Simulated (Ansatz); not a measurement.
# C₅H₆F₄O₄Ti: up Jacob's ladder to CCSD(T)

The task here is to estimate one member of a computed series from the others.

Computed with Ansatz 0.2.0, Gaussian basis. Level: functionals in def2-TZVPP, the program's frozen cores in correlated methods.

Levels to be run: LDA (SPW92), PBE-D4, revPBE-D4, BLYP-D4, r2SCAN-D4, B97M-V, PBE0-D4, B3LYP-D4, r2SCANh-D4, r2SCAN0-D4, HSE06-D4, BHLYP-D4, CAM-B3LYP-D4, LC-ωPBE, ωB97X-V, ωB97M-V, B2PLYP, PBE-QIDH; CCSD(T)/def2-SVP; CCSD(T)/def2-TZVPP; MP2/def2-QZVPP; extrapolation to the limit; RPA on PBE.

### Structure used throughout

All runs share one geometry, relaxed beforehand with PBE0-D4 in a triple-zeta def2 set.

SMILES `CC1=CC(C(F)(F)F)=[O+][Ti-]([OH])([OH])([F])[O]1`, 20 atoms, charge 0, spin multiplicity 1.

Atoms are counted from 1 here; the program's logs count them from 0.

Bond lengths: C1–C2 1.493 Å, C1–H15 1.088 Å, C1–H16 1.093 Å, C1–H17 1.092 Å, C2–C3 1.410 Å, C2–O14 1.254 Å, C3–C4 1.371 Å, C3–H18 1.078 Å, C4–C5 1.532 Å, C4–O9 1.268 Å, C5–F6 1.333 Å, C5–F7 1.332 Å, C5–F8 1.332 Å, O9–Ti10 2.016 Å, Ti10–O11 1.796 Å, Ti10–O12 1.784 Å, Ti10–F13 1.765 Å, Ti10–O14 2.069 Å and more. Angles: C2–C1–H15 112.4°, C2–C1–H16 109.1°, C2–C1–H17 108.9°, H15–C1–H16 109.6°, H15–C1–H17 109.7°, H16–C1–H17 107.1°, C1–C2–C3 120.4°, C1–C2–O14 117.2°, C3–C2–O14 122.4°, C2–C3–C4 119.8°, C2–C3–H18 120.2°, C4–C3–H18 120.0°, C3–C4–C5 119.9°, C3–C4–O9 127.4°, C5–C4–O9 112.7°, C4–C5–F6 112.4°, C4–C5–F7 110.1°, C4–C5–F8 110.2° and more.

As a file:

```xyz
20
C5H6F4O4Ti
C    -1.83384   -1.26461    1.91133
C    -0.86478   -0.62411    0.97392
C    -1.25302    0.48465    0.19390
C    -0.35077    1.06563   -0.66003
C    -0.77395    2.26255   -1.51735
F    -2.04430    2.61086   -1.31221
F    -0.63069    1.97322   -2.80998
F    -0.00883    3.31767   -1.24199
O     0.85707    0.73056   -0.84887
Ti    2.05314   -0.69773   -0.07718
O     2.04636   -2.41821   -0.59377
O     3.27269   -0.03762   -1.19916
F     2.79633   -0.45434    1.50554
O     0.28760   -1.11507    0.91790
H    -2.80470   -0.77297    1.90471
H    -1.95424   -2.31557    1.63782
H    -1.41626   -1.24198    2.92062
H    -2.25583    0.87414    0.26599
H     1.54382   -3.07213   -0.10041
H     3.24250    0.70458   -1.80470
```

Set-up of the first run:

File in.yaml:

```yaml
crystal:
  periodic: [false, false, false]
  atoms:
    - {symbol: C, position_ang: [-1.833836, -1.264612, 1.911332]}
    - {symbol: C, position_ang: [-0.864784, -0.624113, 0.973921]}
    - {symbol: C, position_ang: [-1.253020, 0.484649, 0.193903]}
    - {symbol: C, position_ang: [-0.350773, 1.065629, -0.660030]}
    - {symbol: C, position_ang: [-0.773952, 2.262548, -1.517346]}
    - {symbol: F, position_ang: [-2.044298, 2.610856, -1.312208]}
    - {symbol: F, position_ang: [-0.630691, 1.973222, -2.809979]}
    - {symbol: F, position_ang: [-0.008832, 3.317668, -1.241990]}
    - {symbol: O, position_ang: [0.857070, 0.730558, -0.848870]}
    - {symbol: Ti, position_ang: [2.053144, -0.697731, -0.077183]}
    - {symbol: O, position_ang: [2.046363, -2.418207, -0.593769]}
    - {symbol: O, position_ang: [3.272691, -0.037616, -1.199157]}
    - {symbol: F, position_ang: [2.796326, -0.454340, 1.505543]}
    - {symbol: O, position_ang: [0.287599, -1.115074, 0.917902]}
    - {symbol: H, position_ang: [-2.804695, -0.772972, 1.904712]}
    - {symbol: H, position_ang: [-1.954244, -2.315571, 1.637819]}
    - {symbol: H, position_ang: [-1.416259, -1.241980, 2.920621]}
    - {symbol: H, position_ang: [-2.255832, 0.874137, 0.265991]}
    - {symbol: H, position_ang: [1.543822, -3.072133, -0.100413]}
    - {symbol: H, position_ang: [3.242500, 0.704578, -1.804698]}
basis:
  gaussian: {orbitals: def2-TZVPP}
hamiltonian: {xc: lda}
output: {orbitals: {seedname: orbitals}}
```

Started as:

```bash
> ansatz run in.yaml --threads 11 --pin off --events-out ev --progress --plain --max-ram 110592MiB --backend cuda --devices 0, --max-vram 75GiB
```

Among the steps run: LDA; PBE-D4 (GGA); revPBE-D4 (GGA); BLYP-D4 (GGA); r2SCAN-D4 (meta-GGA); B97M-V (meta-GGA); B3LYP-D4 (hybrid); r2SCANh-D4 (hybrid); r2SCAN0-D4 (hybrid); HSE06-D4 (hybrid); BHLYP-D4 (hybrid); CAM-B3LYP-D4 (range-separated); LC-ωPBE (range-separated); ωB97X-V (range-separated); ωB97M-V (range-separated); B2PLYP (double hybrid); PBE-QIDH (double hybrid).

One of the session's tables, all rows but one given; the rest of the session is left out.

```
  functional  HOMO (eV)  LUMO (eV)  gap (eV)
 LDA (SPW92)      -7.13      -3.73      3.40
      PBE-D4          ?          ?         ?
   revPBE-D4      -6.77      -3.31      3.46
     BLYP-D4      -6.74      -3.31      3.43
   r2SCAN-D4      -7.13      -3.35      3.78
      B97M-V      -7.14      -3.26      3.88
     PBE0-D4      -8.05      -2.64      5.41
    B3LYP-D4      -7.85      -2.85      5.00
  r2SCANh-D4      -7.58      -3.05      4.52
  r2SCAN0-D4      -8.24      -2.60      5.65
    HSE06-D4      -7.65      -3.01      4.64
    BHLYP-D4      -9.12      -1.68      7.44
CAM-B3LYP-D4      -9.34      -1.57      7.77
     LC-ωPBE     -10.56      -0.47     10.09
     ωB97X-V     -10.24      -0.48      9.76
     ωB97M-V     -10.17      -0.54      9.64
```

Estimate the missing values for PBE-D4.

As computed: HOMO (eV): -6.87; LUMO (eV): -3.43; gap (eV): 3.44. In the column «HOMO (eV)» it lies between r2SCAN-D4 (-7.13) and revPBE-D4 (-6.77).
